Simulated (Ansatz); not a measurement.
# C3H5IOSi: the cost of one run

Method: RKS B3LYP/def2-SVP, in Ansatz 0.2.0.

### 1 Starting point

Bond lengths: C1–C2 1.259 Å, C2–O3 1.358 Å, O3–C4 1.373 Å, C4–Si5 1.867 Å, C4–I6 2.258 Å, C1–H7 1.034 Å, C4–H8 1.088 Å, Si5–H9 1.543 Å, Si5–H10 1.478 Å, Si5–H11 1.466 Å. Angles (14 of 15 angles, heavy atoms first): C1–C2–O3 178.4°, C2–O3–C4 109.1°, O3–C4–Si5 121.5°, O3–C4–I6 102.1°, Si5–C4–I6 102.2°, C2–C1–H7 176.4°, O3–C4–H8 113.4°, Si5–C4–H8 110.2°, I6–C4–H8 105.1°, C4–Si5–H9 111.6°, C4–Si5–H10 108.0°, C4–Si5–H11 113.2°, H9–Si5–H10 106.2°, H9–Si5–H11 108.7°.

Structure file:

```xyz
11

C     2.4433   -1.2695    0.8163
C     1.2540   -0.9124    1.0221
O    -0.0341   -0.5569    1.2665
C    -0.6907   -0.3998    0.0713
Si   -0.7651    1.2551   -0.7899
I    -2.8443   -0.7240    0.6675
H     3.4327   -1.5024    0.6251
H    -0.4733   -1.1871   -0.6477
H    -1.1900    2.3795    0.1780
H     0.5996    1.5956   -1.2428
H    -1.6665    1.2650   -1.9459
```

### 2 End point A

File input.yaml:

```yaml
crystal:
  periodic: [false, false, false]
  atoms:
    - { symbol: C, position_ang: [2.4433, -1.2695, 0.8163] }
    - { symbol: C, position_ang: [1.254, -0.9124, 1.0221] }
    - { symbol: O, position_ang: [-0.0341, -0.5569, 1.2665] }
    - { symbol: C, position_ang: [-0.6907, -0.3998, 0.0713] }
    - { symbol: Si, position_ang: [-0.7651, 1.2551, -0.7899] }
    - { symbol: I, position_ang: [-2.8443, -0.724, 0.6675] }
    - { symbol: H, position_ang: [3.4327, -1.5024, 0.6251] }
    - { symbol: H, position_ang: [-0.4733, -1.1871, -0.6477] }
    - { symbol: H, position_ang: [-1.19, 2.3795, 0.178] }
    - { symbol: H, position_ang: [0.5996, 1.5956, -1.2428] }
    - { symbol: H, position_ang: [-1.6665, 1.265, -1.9459] }
basis:
  gaussian: { orbitals: def2-SVP }
hamiltonian:
  xc: b3lyp
relax:
  f_tol: 0.015
  max_steps: 40
```

On the command line:

```sh
> ansatz run input.yaml --threads 2 --pin off --max-ram 3072MiB --backend cpu --events-out ev --progress --plain --runs-dir out
```

**Question.** How long does this run take on 2 threads of Intel Xeon Platinum 8375C at 2.90GHz (Ice Lake), shared host, and how much memory does it need?

About 1.9 min, with a peak of 0.37 GiB.
